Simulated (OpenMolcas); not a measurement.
# Si2H6O2 (SMILES O[SiH2][SiH2]O) at 6 levels

Aim: a comparison of 6 runs (HF/3-21G, BLYP/6-31G*, M06-L/6-31G*, TPSS/6-31G*, revPBE/6-31G*, CCSD(T)/6-31G*) of Si2H6O2. 

The results are computed with OpenMolcas 26.06.

1 further run of the same task is left out (set aside as unsound or not needed).

### 1 The molecule

The species is Si2H6O2 (10 atoms), meant as a singlet with charge 0. As SMILES, `O[SiH2][SiH2]O`. The shape is that of a PBE0-D4/def2-TZVP optimisation. This is one conformer, not always the lowest.

Bond lengths: O1–Si2 1.656 Å, Si2–Si3 2.357 Å, Si3–O4 1.656 Å, O1–H5 0.958 Å, Si2–H6 1.487 Å, Si2–H7 1.494 Å, Si3–H8 1.493 Å, Si3–H9 1.487 Å, O4–H10 0.958 Å. Some angles: O1–Si2–Si3 112.1°, Si2–Si3–O4 112.1°, O1–Si2–H6 105.4°, O1–Si2–H7 111.3°, Si3–Si2–H6 110.5°, Si3–Si2–H7 109.5°, Si2–O1–H5 117.4°, Si2–Si3–H8 109.5°, Si2–Si3–H9 110.5°, O4–Si3–H8 111.3°.

### 2 Energy and forces at HF/3-21G (run 1)

Contents of mol.xyz:

```xyz
10

O     -1.023300     1.887700     1.029000
Si     0.114300     0.686000     0.959700
Si    -0.148600    -0.673600    -0.947700
O      0.987200    -1.877000    -1.014900
H     -1.013300     2.545500     0.332800
H     -0.079100    -0.112900     2.199100
H      1.498300     1.246700     0.986300
H     -1.533500    -1.232000    -0.975500
H      0.047500     0.124300    -2.187300
H      0.975700    -2.534100    -0.318000
```

Contents of job.input:

```
* H6O2Si2 Hartree-Fock
>>> EXPORT MOLCAS_PRINT=2
&GATEWAY
BasLib = $CurrDir
Coord = mol.xyz
Basis = 3-21G
Group = NoSym
&SEWARD
&SCF
Thresholds = 1e-10 1e-07 1e-07 1e-05
PrOrbitals = 1
&ALASKA
```

The basis set 3-21G is read from a file made from the Basis Set Exchange's data (not shown).

Started as:

```bash
$ export MOLCAS_MEM=1860
$ pymolcas job.input > job.log
```

What it wrote:

```text
--- Start Module: gateway ---
[...]
--- Stop Module: gateway /rc=_RC_ALL_IS_WELL_ ---
[...]
      Basis functions           56
[...]
--- Start Module: scf ---
[...]
       Convergence after  12 Iterations
[...]
::    Total SCF energy                               -727.2142191149
[...]
      Total spin, S                                     0.0000000000
[...]
      Total electronic charge=   50.000000
      Total            charge=   -0.000000
[...]
      Dipole Moment (debye):
      Origin of the operator (angstrom)=   -0.0175    0.0059    0.0064
                   X= -1.6844E-03               Y=  2.4983E-03               Z= -8.5548E-04           Total=  3.1322E-03
      Quadrupole Moment (debye*angstrom):
[...]
 *              Molecular gradients               *
 **************************************************
  Irreducible representation: a
 ------------------------------------------------------------------------------------------
                              X                       Y                       Z
 ------------------------------------------------------------------------------------------
  O1                1.14721314369923E-02   -1.46836915119781E-02    4.59016261172085E-03
  SI2              -1.90968450445208E-02    2.04690148413058E-02   -1.14486784956327E-02
  SI3               1.90996468784101E-02   -2.05506672196403E-02    1.14838309010841E-02
  O4               -1.14869596382849E-02    1.47802018804555E-02   -4.65074172264757E-03
  H5                7.77715133371343E-03   -9.43453825990748E-03    1.24266148481889E-03
  H6               -1.21487312448842E-03    8.91244982684558E-04    2.39665477639850E-03
  H7                4.24609079096250E-04    1.46461907291773E-03    8.73950786810684E-04
  H8               -4.27769731085270E-04   -1.45642762801712E-03   -8.73335637499084E-04
[...]
```

Wall time 1.9 s (1 thread of Intel Xeon 6975P-C (Granite Rapids), shared host); peak memory 0.39 GiB.

### 3 Energy and gradient at BLYP/6-31G(d) (spherical functions) (run 2)

Contents of input.xyz:

```xyz
10

O     -1.023300     1.887700     1.029000
Si     0.114300     0.686000     0.959700
Si    -0.148600    -0.673600    -0.947700
O      0.987200    -1.877000    -1.014900
H     -1.013300     2.545500     0.332800
H     -0.079100    -0.112900     2.199100
H      1.498300     1.246700     0.986300
H     -1.533500    -1.232000    -0.975500
H      0.047500     0.124300    -2.187300
H      0.975700    -2.534100    -0.318000
```

Contents of job.inp:

```
&GATEWAY
 BasLib = $CurrDir
 Coord = input.xyz
 Basis = 6-31Gs
 Group = NoSym

&SEWARD
 GridInput
 Grid=UltraFine
 End of Grid

&SCF
 KSDFT = BLYP
 Thresholds = 1e-10 1e-07 1e-07 1e-05
 PrOrbitals = 1

&ALASKA
```

The basis set 6-31G* is read from a file made from the Basis Set Exchange's data (not shown).

Started as:

```bash
$ export MOLCAS_MEM=1860
$ pymolcas job.inp > job.log
```

What it wrote:

```text
--- Start Module: gateway ---
[...]
--- Stop Module: gateway /rc=_RC_ALL_IS_WELL_ ---
[...]
      Basis functions           76
[...]
--- Start Module: scf ---
[...]
       Convergence after  14 Iterations
[...]
::    Total KS-DFT energy                            -732.9962745514
[...]
      Total spin, S                                     0.0000000000
[...]
      Total electronic charge=   50.000000
      Total            charge=   -0.000000
[...]
      Dipole Moment (debye):
      Origin of the operator (angstrom)=   -0.0175    0.0059    0.0064
                   X= -1.7089E-03               Y=  1.3260E-03               Z= -2.1113E-04           Total=  2.1733E-03
      Quadrupole Moment (debye*angstrom):
[...]
 *              Molecular gradients               *
 **************************************************
  Irreducible representation: a
 ------------------------------------------------------------------------------------------
                              X                       Y                       Z
 ------------------------------------------------------------------------------------------
  O1                1.55917896929587E-02   -3.05582464095622E-03   -1.53175430319132E-02
  SI2              -1.01413659105374E-02    1.01847455625013E-02    3.49616980721379E-03
  SI3               1.01632686613096E-02   -1.02518155509221E-02   -3.48545319110904E-03
  O4               -1.56348827396329E-02    3.16532620597876E-03    1.52739480156177E-02
  H5               -3.33153927510377E-04   -1.19781769768088E-02    1.30215503521076E-02
  H6                3.70797227604358E-04    1.85651023855149E-03   -3.38825561516920E-03
  H7               -5.09044640139411E-03   -6.50619975314015E-04   -7.38824543494054E-04
  H8                5.09022549458216E-03    6.50385443122570E-04    7.45456707844760E-04
[...]
```

It took 21 s on 1 thread of Intel Xeon 6975P-C (Granite Rapids), shared host; peak memory 0.43 GiB.

Run 3 isn't shown in full; the table further down has it.

### 4 Energy and forces at TPSS/6-31G(d) (spherical functions) (run 4)

Contents of calc.input:

```
>>> EXPORT MOLCAS_PRINT=2

&GATEWAY
 BasLib = $CurrDir
 Coord
 10
 angstrom
 O       -1.023300       1.887700       1.029000
 Si       0.114300       0.686000       0.959700
 Si      -0.148600      -0.673600      -0.947700
 O        0.987200      -1.877000      -1.014900
 H       -1.013300       2.545500       0.332800
 H       -0.079100      -0.112900       2.199100
 H        1.498300       1.246700       0.986300
 H       -1.533500      -1.232000      -0.975500
 H        0.047500       0.124300      -2.187300
 H        0.975700      -2.534100      -0.318000
 Basis = 6-31Gs
 Group = NoSym

&SEWARD
 GridInput
 Grid=UltraFine
 End of Grid

&SCF
 KSDFT = 2
 1.0 MGGA_X_TPSS
 1.0 MGGA_C_TPSS
 Thresholds = 1e-10 1e-07 1e-07 1e-05
 PrOrbitals = 1 1

&ALASKA
```

The basis set 6-31G* is read from a file made from the Basis Set Exchange's data (not shown).

Started as:

```bash
$ export MOLCAS_MEM=1860
$ pymolcas calc.input > calc.log
```

What it wrote:

```text
--- Start Module: gateway ---
[...]
--- Stop Module: gateway /rc=_RC_ALL_IS_WELL_ ---
[...]
      Basis functions           76
[...]
--- Start Module: scf ---
[...]
       Convergence after  14 Iterations
[...]
::    Total KS-DFT energy                            -733.1129919503
[...]
      Total spin, S                                     0.0000000000
[...]
      Total electronic charge=   50.000000
      Total            charge=   -0.000000
[...]
      Dipole Moment (debye):
      Origin of the operator (angstrom)=   -0.0175    0.0059    0.0064
                   X= -1.7284E-03               Y=  1.3367E-03               Z= -2.0398E-04           Total=  2.1945E-03
      Quadrupole Moment (debye*angstrom):
[...]
 *              Molecular gradients               *
 **************************************************
  Irreducible representation: a
 ------------------------------------------------------------------------------------------
                              X                       Y                       Z
 ------------------------------------------------------------------------------------------
  O1                1.25227939679586E-02   -1.57644537700818E-03   -1.35024242596486E-02
  SI2              -1.01052767074705E-02    9.70915797481928E-03    2.52190144834508E-03
  SI3               1.01255443864394E-02   -9.77570722930624E-03   -2.51212364279496E-03
  O4               -1.25661392100849E-02    1.67994259483528E-03    1.34622334421302E-02
  H5               -3.53804756987153E-04   -1.01800157290284E-02    1.12279230798862E-02
  H6                5.93824153314881E-05   -4.15225770233008E-04   -1.37991373904356E-04
  H7               -1.32884542957878E-03    7.36454328281733E-04   -5.66242413535978E-04
  H8                1.32641124333777E-03   -7.30524407293709E-04    5.69789682092536E-04
[...]
```

It took 29 s on 1 thread of Intel Xeon 6975P-C (Granite Rapids), shared host; peak memory 0.43 GiB.

Run 5 isn't shown in full; the table further down has it.

### 5 A single-point energy at CCSD(T)/6-31G(d) (spherical functions) (run 6)

Contents of calc.inp:

```
&GATEWAY
BASLIB=$CurrDir
COORD
10
bohr
O     -1.93375674     3.56723601     1.94452818
Si     0.21599570     1.29635212     1.81357016
Si    -0.28081330    -1.27291952    -1.79089345
O      1.86553763    -3.54701594    -1.91788304
H     -1.91485948     4.81029785     0.62890085
H     -0.14947734    -0.21335008     4.15569672
H      2.83137665     2.35592156     1.86383688
H     -2.89789501    -2.32814259    -1.84342783
H      0.08976199     0.23489296    -4.13339795
H      1.84380578    -4.78875497    -0.60093291
BASIS=6-31Gs
GROUP=NoSym
&SEWARD
&SCF
THRESHOLDS=1e-10 1e-07 1e-07 1e-05
PRORBITALS=1 1
&RASSCF
FILEORB=$Project.ScfOrb
SPIN=1
NACTEL=0 0 0
INACTIVE=25
RAS2=0
OUTORBITALS=Canonical
ORBLISTING=NoCore
&MOTRA
JOBIPH
FROZEN=12
&CCSDT
CCT
TRIPLES=2
ITERATIONS=80
ACCURACY=1e-08
EXTRAPOLATION=5 4
```

The basis set 6-31G* is read from a file made from the Basis Set Exchange's data (not shown).

Started as:

```bash
$ export MOLCAS_MEM=1860
$ pymolcas calc.inp > calc.log
```

What it wrote:

```text
--- Start Module: gateway ---
[...]
--- Stop Module: gateway /rc=_RC_ALL_IS_WELL_ ---
[...]
      Basis functions           76
[...]
       Convergence after  12 Iterations
[...]
::    Total SCF energy                               -731.1041631280
[...]
      Total spin, S                                     0.0000000000
[...]
      Number of active orbitals                  0
[...]
      Spin quantum number                      0.0
[...]
      Active orbitals                            0
[...]
      Number of CSFs                             1
[...]
      Number of root(s) required                 1
[...]
      Convergence after  4 iterations
[...]
      Natural orbitals and occupation numbers for root  1
      ************************************************************************************************************************
      *                                                    Final results                                                     *
      ************************************************************************************************************************
[...]
::    RASSCF root number  1 Total energy:   -731.10416313
[...]
      Total electronic charge=   50.000000
      Total            charge=   -0.000000
[...]
      Dipole Moment (debye):
      Origin of the operator (angstrom)=   -0.0175    0.0059    0.0064
                   X= -1.6081E-03               Y=  1.8876E-03               Z= -6.6313E-04           Total=  2.5669E-03
      Quadrupole Moment (debye*angstrom):
[...]
--- Start Module: motra ---
[...]
--- Stop Module: motra /rc=_RC_ALL_IS_WELL_ ---
--- Start Module: ccsdt ---
[...]
      Convergence after                    14  Iterations
      Total energy (diff) :    -731.65684663       0.00000001
[...]
 METHOD                       : CCSD+T(CCSD)+<T3(1)WT1> = CCSD(T)
[...]
       CCSD     =      -731.6568466325155
[...]
```

Wall time 20 s (1 thread of Intel Xeon 6975P-C (Granite Rapids), shared host); peak memory 0.43 GiB.

### 6 Overview of the runs

| run | level | integration grid | task | energy (Eh) | dipole moment (D) of the reference | HOMO energy (eV) | LUMO energy (eV) | wall time |
| --- | --- | --- | --- | --- | --- | --- | --- | --- |
| 1 | HF/3-21G | – | gradient | -727.214219 | 0.00 | -10.24 | 2.72 | 1.9 s |
| 2 | BLYP/6-31G* (spherical functions) | UltraFine | gradient | -732.996275 | 0.00 | -5.78 | -1.27 | 21 s |
| 3 | M06-L/6-31G* (spherical functions) | UltraFine | gradient | -733.031312 | 0.00 | -6.21 | -0.89 | 29 s |
| 4 | TPSS/6-31G* (spherical functions) | UltraFine | gradient | -733.112992 | 0.00 | -6.11 | -1.25 | 29 s |
| 5 | revPBE/6-31G* (spherical functions) | UltraFine | gradient | -732.869773 | 0.00 | -5.90 | -1.34 | 22 s |
| 6 | CCSD(T)/6-31G* (spherical functions) | – | energy | -731.667584 | 0.00 | -10.36 | 2.54 | 20 s |

### 7 Outcome

```
                                           quantity          value
                                run 6: total energy  -731.66758 Eh
          run 6: dipole moment (mean-field density)         0.00 D
         run 6: HOMO energy (Hartree–Fock orbitals)      -10.36 eV
         run 6: LUMO energy (Hartree–Fock orbitals)        2.54 eV
       run 6: HOMO–LUMO gap (Hartree–Fock orbitals)       12.90 eV
run 6: correlation energy (12 core orbitals frozen)     -563.4 mEh
                              run 6: (T) correction     -10.74 mEh
```

Over runs 1, 2, 3, 4, 5 the HOMO–LUMO gap runs from 4.51 eV (BLYP/6-31G*) to 12.95 eV (HF/3-21G). The two ends differ in method and basis. Totals of different functionals can't be ranked against each other. All runs together took 2.1 min, the longest 29 s.
